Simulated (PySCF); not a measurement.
# NdCl₄−: ligand-field states, part 2 of 2

PySCF 2.14.0. Atoms count from 0.

### Step 4. Ligand-field states: state-averaged CASSCF (shift 1.0) in water

The job: settings as JSON, then the geometry in Å.

```
{"job": {"kind": "lf", "basis": {"metal": "x2c-TZVPall", "ligand": "x2c-SVPall"}, "nevpt": false, "solvent": "water", "shift": 1.0}, "charge": -1, "metal": "Nd", "open_shell": "f3"}
Nd     0.000000     0.000000     0.000000
Cl     1.485522     1.485522     1.485523
Cl    -1.485522    -1.485522     1.485523
Cl    -1.485522     1.485522    -1.485523
Cl     1.485522    -1.485522    -1.485523
```

Method: state-averaged CASSCF of the metal f shell, state-interaction spin-orbit coupling.

The program printed:

```text
basis functions 176, electrons 129, active (3e, 7o)
stage 1: DIIS on the effective Fock matrix, level shift 1.00
cycle   1  E = -11459.1508254481  dE = -1.146e+04  max|g| = 2.184e+00
cycle   2  E = -11462.3413344335  dE = -3.191e+00  max|g| = 1.892e+00
cycle   3  E = -11463.3545077927  dE = -1.013e+00  max|g| = 7.704e-01
cycle   4  E = -11463.4932140809  dE = -1.387e-01  max|g| = 2.841e-01
cycle   5  E = -11463.5312781309  dE = -3.806e-02  max|g| = 1.306e-01
cycle   6  E = -11463.5466077441  dE = -1.533e-02  max|g| = 7.097e-02
cycle   7  E = -11463.5533633323  dE = -6.756e-03  max|g| = 4.795e-02
cycle   8  E = -11463.5559878631  dE = -2.625e-03  max|g| = 3.629e-02
cycle   9  E = -11463.5572280785  dE = -1.240e-03  max|g| = 2.801e-02
cycle  10  E = -11463.5577802764  dE = -5.522e-04  max|g| = 2.152e-02
cycle  11  E = -11463.5580404988  dE = -2.602e-04  max|g| = 2.063e-02
cycle  12  E = -11463.5581766022  dE = -1.361e-04  max|g| = 2.322e-02
cycle  13  E = -11463.5583047344  dE = -1.281e-04  max|g| = 2.156e-02
cycle  14  E = -11463.5583585405  dE = -5.381e-05  max|g| = 2.198e-02
cycle  15  E = -11463.5583987953  dE = -4.025e-05  max|g| = 2.215e-02
cycle  16  E = -11463.5584135802  dE = -1.478e-05  max|g| = 2.296e-02
cycle  17  E = -11463.5584591397  dE = -4.556e-05  max|g| = 1.951e-02
cycle  18  E = -11463.5585027970  dE = -4.366e-05  max|g| = 1.681e-02
cycle  19  E = -11463.5585098150  dE = -7.018e-06  max|g| = 1.710e-02
cycle  20  E = -11463.5585087766  dE =  1.038e-06  max|g| = 1.787e-02
cycle  21  E = -11463.5585039532  dE =  4.823e-06  max|g| = 1.867e-02
cycle  22  E = -11463.5584955787  dE =  8.374e-06  max|g| = 1.970e-02
cycle  23  E = -11463.5584854236  dE =  1.016e-05  max|g| = 2.088e-02
cycle  24  E = -11463.5584788318  dE =  6.592e-06  max|g| = 2.188e-02
cycle  25  E = -11463.5584600294  dE =  1.880e-05  max|g| = 2.361e-02
cycle  26  E = -11463.5584377426  dE =  2.229e-05  max|g| = 2.557e-02
stage 2: quasi-Newton rotations from the point of smallest gradient
cycle  28  E = -11463.5586053226  dE = -1.025e-04  max|g| = 3.376e-03
cycle  29  E = -11463.5586146143  dE = -9.292e-06  max|g| = 8.222e-04
cycle  30  E = -11463.5586151416  dE = -5.274e-07  max|g| = 4.266e-04
cycle  31  E = -11463.5586152288  dE = -8.717e-08  max|g| = 4.070e-05
cycle  32  E = -11463.5586152324  dE = -3.631e-09  max|g| = 1.068e-05
cycle  33  E = -11463.5586152328  dE = -4.147e-10  max|g| = 3.180e-06
converged average energy = -11463.5586152328

 mult deg   label        CASSCF/cm-1   NEVPT2/cm-1
   4   1   4A1                 0.0
   4   1   4A2                23.7
   4   3   4T1                37.6
   4   3   4T2                47.7
   4   2   4E                225.4
   4   3   4T1               249.4
   2   3   2T2             13975.1
   2   2   2E              13994.2
   2   3   2T1             14068.2
   2   3   2T2             14107.3
   4   1   4A1             14137.1
   4   1   4A2             14273.1
   4   3   4T1             14290.9
   4   3   4T2             14303.1
   2   3   2T1             18609.7
   2   2   2E              18660.4
   2   3   2T2             18679.7
   2   1   2A2             18699.2
   2   3   2T2             21063.0
   2   2   2E              21087.5
   2   3   2T1             21103.6
   2   1   2A1             21131.3
   2   3   2T1             21199.3
   2   3   2T2             21206.7
   4   2   4G              22274.4
   4   1   4G              22274.8
   4   3   4T2             22277.1
   4   3   4T1             22552.9
   2   2   2E              25793.7
   2   3   2T1             25807.0
   2   3   2T2             25872.5
   2   2   2E              34162.0
   2   3   2T1             34171.9
   2   1   2A1             34259.4
   2   3   2T1             34282.4
   2   3   2T2             34302.2
   2   1   2A2             34320.5
   2   3   2T1             34929.7
   2   2   2E              34937.2
   2   3   2T1             34950.7
   2   3   2T2             34962.5
   2   1   2L              35008.0
   2   4   2L              35008.2
   2   1   2A2             35009.6
   4   2   4E              36411.2
   4   3   4T1             36605.4
   2   3   2T2             39073.3
   2   3   2T1             39112.2
   2   2   2E              39148.8
   2   3   2T2             39160.1
   2   3   2T1             40050.4
   2   2   2E              40251.9
   2   3   2T1             47325.8
   2   1   2A1             47363.0
   2   3   2T2             47407.6
   2   1   2A2             60199.1
   2   3   2T2             60226.8
   2   2   2E              60242.7
   2   3   2T1             60276.5
   2   3   2T2             86288.9

spin-orbit levels / cm-1
      0.00  x4  4T2 0.37 4T1 0.25 4A2 0.18
     44.49  x4  4T1 0.32 4T1 0.21 4T2 0.20
    173.11  x2  4T1 0.54 4E 0.41
   1921.95  x2  4T1 0.43 4T2 0.43 4T1 0.10
   1936.79  x4  4T2 0.29 4A2 0.23 4T1 0.22
   1962.34  x2  4T1 0.39 4E 0.29 4T2 0.26
   2015.88  x4  4T1 0.39 4E 0.28 4T1 0.17
   3983.38  x2  4T2 0.57 4T1 0.34 4T1 0.07
   3995.06  x4  4A2 0.26 4T1 0.22 4T2 0.16
   4005.46  x2  4T2 0.48 4T1 0.33 4T1 0.16
   4078.53  x2  4E 0.59 4T1 0.19 4T2 0.16
   4087.68  x4  4T1 0.51 4E 0.17 4T1 0.16
   6132.45  x4  4T1 0.41 4T2 0.26 4A1 0.21
   6141.46  x4  4T2 0.49 4T1 0.28 4A2 0.18
   6287.02  x4  4T1 0.45 4E 0.32 4T2 0.10
   6291.50  x2  4E 0.51 4T1 0.28 4T1 0.20
   6301.82  x2  4T1 0.71 4T2 0.10 4T1 0.10
  15334.08  x4  2T2 0.45 2E 0.31 2T1 0.11
  15395.80  x2  2T2 0.78 2A2 0.08 2T2 0.06
  15415.81  x4  4T1 0.33 4T2 0.21 2T1 0.18
```

It took 37 s on 1 thread of Arm Neoverse V1, shared host; peak memory 0.54 GiB.

Warnings kept with the result: spin Hamiltonian not valid, low-lying orbital states.

Key values:

| quantity | value |
| --- | --- |
| spin-orbit constant ζ | 917 cm⁻¹ |

Powder susceptibility:

| T (K) | χT (cm³ K/mol) | μ(eff) |
| --- | --- | --- |
| 2 | 0.679 | 2.33 |
| 20 | 1.159 | 3.04 |
| 100 | 1.546 | 3.52 |
| 300 | 1.651 | 3.63 |

### Step 5. Ligand-field states: state-averaged CASSCF (pick energy order) in water

The job: settings as JSON, then the geometry in Å.

```
{"job": {"kind": "lf", "basis": {"metal": "x2c-TZVPall", "ligand": "x2c-SVPall"}, "nevpt": false, "solvent": "water", "max_cycle": 93, "pick": "energy order"}, "charge": -1, "metal": "Nd", "open_shell": "f3"}
Nd     0.000000     0.000000     0.000000
Cl     1.485522     1.485522     1.485523
Cl    -1.485522    -1.485522     1.485523
Cl    -1.485522     1.485522    -1.485523
Cl     1.485522    -1.485522    -1.485523
```

Level: state-averaged CASSCF of the metal f shell, state-interaction spin-orbit coupling.

The program printed:

```text
basis functions 176, electrons 129, active (3e, 7o)
stage 1: DIIS on the effective Fock matrix, level shift 0.30
cycle   1  E = -11457.2963362067  dE = -1.146e+04  max|g| = 2.595e+00
cycle   2  E = -11368.2935079496  dE =  8.900e+01  max|g| = 1.296e+01
cycle   3  E = -11065.7723051414  dE =  3.025e+02  max|g| = 2.116e+01
cycle   4  E = -11457.3753722510  dE = -3.916e+02  max|g| = 4.734e+00
cycle   5  E = -11462.1300627476  dE = -4.755e+00  max|g| = 2.085e+00
cycle   6  E = -11463.4671165232  dE = -1.337e+00  max|g| = 3.280e-01
cycle   7  E = -11463.5484843161  dE = -8.137e-02  max|g| = 6.015e-02
cycle   8  E = -11463.4910381943  dE =  5.745e-02  max|g| = 2.541e-01
cycle   9  E = -11463.4089587115  dE =  8.208e-02  max|g| = 3.972e-01
cycle  10  E = -11463.0378637881  dE =  3.711e-01  max|g| = 8.822e-01
cycle  11  E = -11461.4591593265  dE =  1.579e+00  max|g| = 2.187e+00
cycle  12  E = -11454.8161317086  dE =  6.643e+00  max|g| = 5.330e+00
cycle  13  E = -11444.1288764161  dE =  1.069e+01  max|g| = 7.989e+00
cycle  14  E = -11433.9964738693  dE =  1.013e+01  max|g| = 9.687e+00
cycle  15  E = -11427.2019274193  dE =  6.795e+00  max|g| = 9.366e+00
stage 2: quasi-Newton rotations from the point of smallest gradient
cycle  17  E = -11463.5578099198  dE = -9.326e-03  max|g| = 1.591e-02
cycle  18  E = -11463.5584648517  dE = -6.549e-04  max|g| = 1.624e-02
cycle  19  E = -11463.5586102365  dE = -1.454e-04  max|g| = 2.192e-03
cycle  20  E = -11463.5586147685  dE = -4.532e-06  max|g| = 4.003e-04
cycle  21  E = -11463.5586152041  dE = -4.356e-07  max|g| = 8.612e-05
cycle  22  E = -11463.5586152309  dE = -2.673e-08  max|g| = 2.363e-05
cycle  23  E = -11463.5586152328  dE = -1.899e-09  max|g| = 6.703e-06
converged average energy = -11463.5586152328

 mult deg   label        CASSCF/cm-1   NEVPT2/cm-1
   4   1   4A1                 0.0
   4   1   4A2                23.7
   4   3   4T1                37.6
   4   3   4T2                47.7
   4   2   4E                225.4
   4   3   4T1               249.4
   2   3   2T2             13975.1
   2   2   2E              13994.2
   2   3   2T1             14068.1
   2   3   2T2             14107.3
   4   1   4A1             14137.1
   4   1   4A2             14273.0
   4   3   4T1             14290.9
   4   3   4T2             14303.1
   2   3   2T1             18609.7
   2   2   2E              18660.4
   2   3   2T2             18679.6
   2   1   2A2             18699.2
   2   3   2T2             21062.9
   2   2   2E              21087.5
   2   3   2T1             21103.6
   2   1   2A1             21131.2
   2   3   2T1             21199.3
   2   3   2T2             21206.7
   4   3   4G              22274.5
   4   3   4T2             22277.1
   4   3   4T1             22552.8
   2   2   2E              25793.7
   2   3   2T1             25806.9
   2   3   2T2             25872.5
   2   2   2E              34162.0
   2   3   2T1             34171.9
   2   1   2A1             34259.4
   2   3   2T1             34282.4
   2   3   2T2             34302.2
   2   1   2A2             34320.4
   2   3   2T1             34929.7
   2   2   2E              34937.2
   2   3   2T1             34950.7
   2   3   2T2             34962.5
   2   1   2L              35008.0
   2   4   2L              35008.1
   2   1   2A2             35009.5
   4   2   4E              36411.1
   4   3   4T1             36605.3
   2   3   2T2             39073.3
   2   3   2T1             39112.2
   2   2   2E              39148.7
   2   3   2T2             39160.1
   2   3   2T1             40050.4
   2   2   2E              40251.8
   2   3   2T1             47325.7
   2   1   2A1             47362.9
   2   3   2T2             47407.5
   2   1   2A2             60199.0
   2   3   2T2             60226.7
   2   2   2E              60242.6
   2   3   2T1             60276.5
   2   3   2T2             86288.8
   2   3   2T1             86358.6

spin-orbit levels / cm-1
      0.00  x4  4T2 0.37 4T1 0.25 4A2 0.18
     44.49  x4  4T1 0.32 4T1 0.21 4T2 0.20
    173.11  x2  4T1 0.54 4E 0.41
   1921.95  x2  4T1 0.43 4T2 0.43 4T1 0.10
   1936.79  x4  4T2 0.29 4A2 0.23 4T1 0.22
   1962.34  x2  4T1 0.39 4E 0.29 4T2 0.26
   2015.88  x4  4T1 0.39 4E 0.28 4T1 0.17
   3983.38  x2  4T2 0.57 4T1 0.34 4T1 0.07
   3995.05  x4  4A2 0.26 4T1 0.22 4T2 0.16
   4005.46  x2  4T2 0.48 4T1 0.33 4T1 0.16
   4078.53  x2  4E 0.59 4T1 0.19 4T2 0.16
   4087.67  x4  4T1 0.51 4E 0.17 4T1 0.16
   6132.44  x4  4T1 0.41 4T2 0.26 4A1 0.21
   6141.45  x4  4T2 0.49 4T1 0.28 4A2 0.18
   6287.01  x4  4T1 0.45 4E 0.32 4T2 0.10
   6291.49  x2  4E 0.51 4T1 0.28 4T1 0.20
   6301.81  x2  4T1 0.71 4T2 0.10 4T1 0.10
  15334.06  x4  2T2 0.45 2E 0.31 2T1 0.11
  15395.78  x2  2T2 0.78 2A2 0.08 2T2 0.06
  15415.79  x4  4T1 0.33 4T2 0.21 2T1 0.18
```

It took 27 s on 1 thread of Arm Neoverse V1, shared host; peak memory 0.54 GiB.

These settings were drawn to be risky; the run ended normally, but its values are left out of the summary.

### Step 6. The runs side by side

From the CASSCF states (cm⁻¹; the spread is that of the fitted one-electron ligand-field levels):

| step | setting | ground state | next state | orbital spread | ζ | μ(eff), 300 K |
| --- | --- | --- | --- | --- | --- | --- |
| 2 | as given | 4A1 | 4A2 at 24 | 422 | 917 | 3.63 |
| 4 | shift 1.0 | 4A1 | 4A2 at 24 | 422 | 917 | 3.63 |

### Step 7. What came out

The summary covers parts 1 to 2.

| quantity | value |
| --- | --- |
| spin-orbit constant ζ (step 2, state-averaged CASSCF in water) | 917 cm⁻¹ |
| ground multiplicity, μ(eff) at 300 K (step 2, 4 donors at 2.57 Å) | 4, 3.63 μB |
| ground multiplicity, μ(eff) at 300 K (step 4, 4 donors at 2.57 Å) | 4, 3.63 μB |

In step 2, χT goes from 0.68 at 2 K to 1.65 cm³ K/mol at 300 K, as higher levels fill or mix in.
